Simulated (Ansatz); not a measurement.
# NiMoIrPdW: relaxation of cell and atoms with BLYP

NiMoIrPdW:

```
CELL_PARAMETERS angstrom
2.34460 -1.43138 0.00906
2.34460 1.43138 0.00906
-2.20600 0.00000 10.92374
ATOMIC_POSITIONS crystal
Ni 0.49838 0.49838 0.29525
Mo 0.31773 0.31773 0.91207
Pd 0.24733 0.24733 0.49061
Ir 0.74982 0.74982 0.10802
W 0.68673 0.68673 0.69406
```

The cell was built by a generator and needn't be a form met in nature.

```
Program             : Ansatz 0.2.0
Task                : relaxation of cell and atoms
Functional          : BLYP
Potentials or basis : Ansatz PAW
Cutoff              : 420 eV (not typed: the program's choice for these potentials)
k mesh              : 8 × 8 × 2
Occupations         : fermi-dirac, width 0.05 eV
Spin                : collinear spin, ferromagnetic start
Starting moments    : [1.0, 1.0, 0.0, 0.6, 0.0] μB
```

```json
{
 "Relaxed volume": "15.36 Å³/atom",
 "Relaxed cell": "a = 2.792 Å, b = 2.792 Å, c = 11.303 Å, α = 99.32°, β = 99.32°, γ = 62.60°",
 "Space group after relaxing (to 0.05 Å)": "Cm (No. 8)",
 "Energy gained by relaxing": "22.4 meV/atom",
 "Ionic steps": "6",
 "Pressure after relaxing": "0.0 GPa",
 "Largest force after relaxing": "0.003 eV/Å",
 "Band gap on the k mesh": "none (metal or under the smearing width)",
 "Net moment": "0.00 μB per cell",
 "Absolute moment": "0.00 μB per cell"
}
```

Forces in eV/Å, atoms in the order of the input:
```
Ni   0.002  0.000 -0.001
Mo   0.000  0.000  0.003
Pd  -0.001  0.000  0.001
Ir  -0.001  0.000 -0.001
W    0.000  0.000 -0.003
```

The path:
| step | energy change (eV) | largest force (eV/Å) | volume (Å³) |
| --- | --- | --- | --- |
| 1 | 0.0000 | 0.2584 | 73.38 |
| 2 | -0.1088 | 0.1078 | 76.88 |
| 3 | -0.1106 | 0.0424 | 76.76 |
| 4 | -0.1109 | 0.0084 | 76.78 |
| 5 | -0.1109 | 0.0031 | 76.79 |
| 6 | -0.1119 | 0.0031 | 76.79 |

Final structure:
```yaml
crystal:
  lattice:
    - [2.38539, -1.45026, 0.01557]
    - [2.38539, 1.45026, 0.01557]
    - [-2.21468, 0.00000, 11.08394]
  atoms:
    - { symbol: Ni, position: [0.49689, 0.49689, 0.29431] }
    - { symbol: Mo, position: [0.32143, 0.32143, 0.91199] }
    - { symbol: Pd, position: [0.24794, 0.24794, 0.49135] }
    - { symbol: Ir, position: [0.75053, 0.75053, 0.10768] }
    - { symbol: W, position: [0.68320, 0.68320, 0.69468] }
```

Levels at points of the mesh, in eV from the Fermi level:
Spin up:
| k point | band 38 | band 39 | band 40 | band 41 | band 42 | band 43 |
| --- | --- | --- | --- | --- | --- | --- |
| (0.00, 0.00, 0.00) | -0.82 | -0.81 | -0.75 | -0.58 | -0.49 | -0.02 |
| (0.00, 0.00, -0.50) | -1.35 | -0.90 | -0.81 | -0.53 | -0.47 | -0.03 |
| (0.00, -0.50, 0.00) | -0.23 | -0.19 | 0.70 | 1.24 | 1.38 | 1.68 |
| (0.00, -0.50, -0.50) | -0.20 | 0.02 | 0.69 | 0.74 | 1.17 | 1.56 |
| (-0.50, -0.50, 0.00) | -0.14 | 0.02 | 0.19 | 0.97 | 1.12 | 1.91 |
| (-0.50, -0.50, -0.50) | 0.08 | 0.23 | 0.47 | 0.79 | 0.96 | 2.00 |
Spin down:
| k point | band 36 | band 37 | band 38 | band 39 | band 40 | band 41 | band 42 | band 43 | band 44 | band 45 |
| --- | --- | --- | --- | --- | --- | --- | --- | --- | --- | --- |
| (0.00, 0.00, 0.00) | -1.59 | -1.17 | -0.82 | -0.81 | -0.75 | -0.58 | -0.49 | -0.02 | -0.01 | 0.38 |
| (0.00, 0.00, -0.50) | -1.55 | -1.40 | -1.35 | -0.90 | -0.81 | -0.53 | -0.47 | -0.03 | 0.29 | 0.54 |
| (0.00, -0.50, 0.00) | -0.64 | -0.50 | -0.23 | -0.19 | 0.70 | 1.24 | 1.38 | 1.68 | 1.80 | 2.22 |
| (0.00, -0.50, -0.50) | -0.56 | -0.47 | -0.20 | 0.02 | 0.69 | 0.74 | 1.17 | 1.56 | 2.28 | 2.66 |
| (-0.50, -0.50, 0.00) | -0.49 | -0.26 | -0.14 | 0.02 | 0.19 | 0.97 | 1.12 | 1.91 | 2.71 | 2.74 |
| (-0.50, -0.50, -0.50) | -0.48 | -0.14 | 0.08 | 0.23 | 0.47 | 0.79 | 0.96 | 2.00 | 2.60 | 2.63 |

Wall time 99 s on 8 threads of Arm Neoverse N1 (shared host), peak memory 0.73 GiB.

Caveat: the plane-wave basis is chosen anew once the cell has moved, so the energies of steps on either side of that aren't comparable; the PAW data sets come from PBE, with cores solved anew for the run's functional, which leaves a small shift of forces and pressure; the starting moments weren't kept. Spin-orbit coupling is left out, which matters for the levels of Ir, W.
